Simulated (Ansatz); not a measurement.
**BrClFGeH: up Jacob's ladder to CCSD(T)**

An exercise on one series of results from a longer session: the logs are not shown, and one member is left open.

Computed with Ansatz 0.2.0, Gaussian basis. Level: functionals in def2-TZVPP, the program's frozen cores in correlated methods.

Levels to be run: LDA (SPW92), PBE-D4, revPBE-D4, BLYP-D4, r2SCAN-D4, B97M-V, PBE0-D4, B3LYP-D4, r2SCANh-D4, r2SCAN0-D4, HSE06-D4, BHLYP-D4, CAM-B3LYP-D4, LC-ωPBE, ωB97X-V, ωB97M-V, B2PLYP, PBE-QIDH; CCSD(T)/def2-SVP; CCSD(T)/def2-TZVPP; MP2/def2-QZVPP; extrapolation to the limit; RPA on PBE.

## The relaxed structure

All runs share one geometry, relaxed beforehand with PBE0-D4 in a triple-zeta def2 set.

SMILES `[F][GeH]([Cl])[Br]`, 5 atoms, charge 0, spin multiplicity 1.

Atoms are counted from 1 here; the program's logs count them from 0.

Bond lengths: F1–Ge2 1.721 Å, Ge2–Cl3 2.120 Å, Ge2–Br4 2.271 Å, Ge2–H5 1.525 Å. Angles: F1–Ge2–Cl3 106.4°, F1–Ge2–Br4 106.9°, F1–Ge2–H5 108.7°, Cl3–Ge2–Br4 110.2°, Cl3–Ge2–H5 111.7°, Br4–Ge2–H5 112.6°.

The first run:

in.yaml reads:

```yaml
crystal:
  periodic: [false, false, false]
  atoms:
    - {symbol: F, position_ang: [-0.769868, -0.305742, 1.511608]}
    - {symbol: Ge, position_ang: [0.068831, 0.099312, 0.064326]}
    - {symbol: Cl, position_ang: [1.458301, -1.465121, -0.279250]}
    - {symbol: Br, position_ang: [-1.474461, 0.157922, -1.600829]}
    - {symbol: H, position_ang: [0.767097, 1.440029, 0.262645]}
basis:
  gaussian: {orbitals: def2-TZVPP}
hamiltonian: {xc: lda}
output: {orbitals: {seedname: orbitals}}
```

Command:

```bash
$ ansatz run in.yaml --threads 4 --pin off --events-out ev --progress --plain --max-ram 10444MiB
```

Among the steps run: LDA; PBE-D4 (GGA); revPBE-D4 (GGA); BLYP-D4 (GGA); r2SCAN-D4 (meta-GGA); B97M-V (meta-GGA); B3LYP-D4 (hybrid); r2SCANh-D4 (hybrid); r2SCAN0-D4 (hybrid); HSE06-D4 (hybrid); BHLYP-D4 (hybrid); CAM-B3LYP-D4 (range-separated); LC-ωPBE (range-separated); ωB97X-V (range-separated); ωB97M-V (range-separated); B2PLYP (double hybrid); PBE-QIDH (double hybrid).

One table of the session follows, with a row left open; its other results are not shown here.

It belongs to the step «Orbital energies across the functionals». 

```
  functional  HOMO (eV)  LUMO (eV)  gap (eV)
 LDA (SPW92)      -7.91      -2.66      5.25
      PBE-D4      -7.75      -2.37      5.38
   revPBE-D4      -7.70      -2.27      5.43
     BLYP-D4      -7.57      -2.34      5.24
   r2SCAN-D4      -8.12      -2.12      6.01
      B97M-V      -8.20      -2.06      6.14
     PBE0-D4      -9.09      -1.41      7.68
    B3LYP-D4          ?          ?         ?
  r2SCANh-D4      -8.61      -1.77      6.83
  r2SCAN0-D4      -9.33      -1.26      8.07
    HSE06-D4      -8.69      -1.78      6.91
    BHLYP-D4     -10.25      -0.41      9.83
CAM-B3LYP-D4     -10.42      -0.40     10.02
     LC-ωPBE     -11.84       0.87     12.71
     ωB97X-V     -11.46       0.78     12.24
     ωB97M-V     -11.30       0.61     11.91
```

Estimate the missing values for B3LYP-D4.

Worked estimate for «HOMO (eV)». Against the share of exact exchange, BLYP-D4 (0, -7.57), BHLYP-D4 (0.5, -10.25) give a slope of -5.36 per unit share; at 0.2 the line stands at -8.64.

As computed: HOMO (eV): -8.81; LUMO (eV): -1.74; gap (eV): 7.07. In «HOMO (eV)» the line misses by +0.17.
